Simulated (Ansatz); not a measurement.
# EuTe2: the cost of one run

Program: Ansatz 0.2.0. Level of theory: DFT PBE+U (U_eff = 6 eV on Eu 4f), scalar-relativistic, plane waves, PAW. These are calculated values, not measurements.

### 1 The starting structure

The structure is tetragonal, space group I4/mcm (No. 140). The conventional cell has a = 6.995 Å, b = 6.995 Å, c = 8.391 Å, α = 90.00°, β = 90.00°, γ = 90.00°. Eu (site symmetry 422) is surrounded by 8 Te at 3.41 Å. Te (site symmetry m2m) is surrounded by 1 Te at 2.83 Å and 4 Eu at 3.41 Å.

Coordinates:

```cif
data_structure
_symmetry_space_group_name_H-M 'I4/mcm'
_symmetry_Int_Tables_number 140
_cell_length_a 6.9947
_cell_length_b 6.9947
_cell_length_c 8.3907
_cell_angle_alpha 90.000
_cell_angle_beta 90.000
_cell_angle_gamma 90.000
_cell_volume 410.52
loop_
_atom_site_label
_atom_site_type_symbol
_atom_site_symmetry_multiplicity
_atom_site_Wyckoff_symbol
_atom_site_fract_x
_atom_site_fract_y
_atom_site_fract_z
_atom_site_occupancy
Eu1 Eu 4 a 0.00000 0.00000 0.75000 1
Te1 Te 8 h 0.35692 0.85692 0.50000 1
```

This cell comes from an earlier session at PBE+U (U_eff = 6 eV on Eu 4f): 34.210 Å³/atom at 0.01 GPa, on a 6×6×6 mesh. The large moments point both ways and cancel.

Volume factors to run: 0.980, 1.020, 0.960, 1.040.

### 2 Volume × 0.980

input.yaml

```yaml
crystal:
  lattice:
    - [6.9477292768, 0.0, 0.0]
    - [0.0, 6.9477292768, 0.0]
    - [0.0, 0.0, 8.3343573877]
  atoms:
    - { symbol: Eu, position: [0.0, 0.0, 0.75], spin: 7.65 }
    - { symbol: Eu, position: [0.0, 0.0, 0.25], spin: -7.65 }
    - { symbol: Te, position: [0.3569159141, -0.1430840859, 0.5] }
    - { symbol: Te, position: [0.1430840859, 0.3569159141, 0.5] }
    - { symbol: Te, position: [0.1430840859, 0.6430840859, 0.0] }
    - { symbol: Te, position: [0.3569159141, 0.1430840859, 0.0] }
    - { symbol: Eu, position: [0.5, 0.5, 1.25], spin: -7.65 }
    - { symbol: Eu, position: [0.5, 0.5, 0.75], spin: 7.65 }
    - { symbol: Te, position: [0.8569159141, 0.3569159141, 1.0] }
    - { symbol: Te, position: [0.6430840859, 0.8569159141, 1.0] }
    - { symbol: Te, position: [0.6430840859, 1.1430840859, 0.5] }
    - { symbol: Te, position: [0.8569159141, 0.6430840859, 0.5] }
basis:
  ecutwfc: 420
  ecutrho_ratio: 4
kpoints:
  mp_grid: { grid: [6, 6, 6] }
hamiltonian:
  xc: pbe
  hubbard:
    sites:
      - { species: Eu, l: f, u_eff: 6.0, starting_ns: start.occupation_matrices }
    ns_hold: { iters: 6 }
scf:
  occupations: { method: gaussian, width: 0.05 }
  lower_state_search: "off"
output:
  forces: true
  stress: true
  eigenvalues: true
  populations: true
magnetization:
  spin_polarized: true
relax:
  f_tol: 0.01
  max_steps: 40
  cell: { stress_tol: 0.1, fix: [volume] }
```

start.occupation_matrices holds the open shells' occupation matrices from the neighbouring geometry.

Started as:

```console
$ ansatz run input.yaml --threads 8 --pin off --max-ram 22528MiB --backend cpu --events-out ev --progress --plain --runs-dir out
```

**Question.** How long does this run take on 8 threads of AMD EPYC 9R14 (Zen 4), shared host, and how much memory does it need?

About 2 min, with a peak of 4.7 GiB.
